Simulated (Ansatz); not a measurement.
**AsH₇SSi (built from SMILES [AsH3].[SiH3]S): search for a transition state**

Is there a first-order saddle for this four-centre ligand exchange, which should form Si1–As7, S2–H6 and break Si1–S2, H6–As7, and which two structures does it connect?

Computed with Ansatz 0.2.0, Gaussian basis. Level: PBE0-D4, def2-SVP first, then def2-TZVP.

152 further runs of the same task are left out: 152 set aside as unsound or not needed.

## 1. Where the work starts

The guess: 10 atoms, charge 0, spin multiplicity 1.

Atoms are counted from 1 here; the program's logs count them from 0.

Bond lengths: Si1–S2 2.329 Å, Si1–H3 1.484 Å, Si1–H4 1.506 Å, Si1–H5 1.492 Å, S2–H6 1.563 Å, S2–H8 1.326 Å, As7–H9 1.510 Å, As7–H10 1.506 Å. Angles: S2–Si1–H3 95.7°, S2–Si1–H4 95.4°, S2–Si1–H5 98.5°, H3–Si1–H4 95.1°, H3–Si1–H5 162.1°, H4–Si1–H5 94.3°, Si1–S2–H6 66.8°, Si1–S2–H8 94.4°, H6–S2–H8 88.7°, H9–As7–H10 90.6°.

Geometry (Å):

```xyz
10

Si   -0.66430    0.63360    0.81550
S     1.55190    0.86180    0.13600
H    -1.21630    1.61700   -0.14900
H    -0.56400    1.60870    1.95910
H    -0.50730   -0.57180    1.68120
H     0.73510   -0.12870   -0.75480
As   -1.04600   -1.17420   -1.16360
H     1.98140   -0.17480    0.84310
H     0.12690   -2.10960   -0.98980
H    -0.39740   -0.56200   -2.37770
```

Distances that are to change: Si1–As7 2.71 Å, S2–H6 1.56 Å, Si1–S2 2.33 Å, H6–As7 2.11 Å.

## 2. Relaxing the guess with the reacting distances held

Input file hold/in.yaml:

```yaml
crystal:
  periodic: [false, false, false]
  atoms:
    - {symbol: Si, position_ang: [-0.664300, 0.633600, 0.815500]}
    - {symbol: S, position_ang: [1.551900, 0.861800, 0.136000]}
    - {symbol: H, position_ang: [-1.216300, 1.617000, -0.149000]}
    - {symbol: H, position_ang: [-0.564000, 1.608700, 1.959100]}
    - {symbol: H, position_ang: [-0.507300, -0.571800, 1.681200]}
    - {symbol: H, position_ang: [0.735100, -0.128700, -0.754800]}
    - {symbol: As, position_ang: [-1.046000, -1.174200, -1.163600]}
    - {symbol: H, position_ang: [1.981400, -0.174800, 0.843100]}
    - {symbol: H, position_ang: [0.126900, -2.109600, -0.989800]}
    - {symbol: H, position_ang: [-0.397400, -0.562000, -2.377700]}
basis:
  gaussian: {orbitals: def2-SVP}
hamiltonian: {xc: pbe0, dispersion: d4}
relax: {f_tol: 0.04, max_steps: 150, escape_saddle: false, constraints: [{distance: [0, 6]}, {distance: [1, 5]}, {distance: [0, 1]}, {distance: [5, 6]}]}
```

Run with:

```
$ ansatz run in.yaml --threads 4 --pin off --events-out ev --progress --plain --max-ram 9574MiB
```

After this run come: A starting Hessian; Saddle search in the small basis; Saddle search in triple zeta; Vibrations at the point found; Relaxing after a step of 0.30 Å one way along the mode; Relaxing after a step of 0.30 Å the other way along the mode.

Q: Predict the outcome of this session. Wanted: imaginary mode; barrier from the start side; barrier from the end side; energy of the step; pairs that change; zero-point energy at the saddle.

As calculated:

| quantity | value |
| --- | --- |
| imaginary mode | 874i cm⁻¹ |
| barrier from the start side | 216.5 kJ/mol |
| barrier from the end side | 191.8 kJ/mol |
| energy of the step | +24.6 kJ/mol |
| pairs that change | Si1–As7 formed, S2–H6 formed, Si1–S2 broken, H6–As7 broken |
| zero-point energy at the saddle | 1.495 eV |

**Reading.** The point has a single imaginary mode (874i cm⁻¹), as a transition state must. Going downhill both ways gives the intended start and end. At PBE0-D4/def2-TZVP the electronic barrier is 216.5 kJ/mol, about 87 kT at 298 K, and the step runs 24.6 kJ/mol uphill. A step off the saddle overshot and began above it in energy, so the link to its end is likely but not proven.
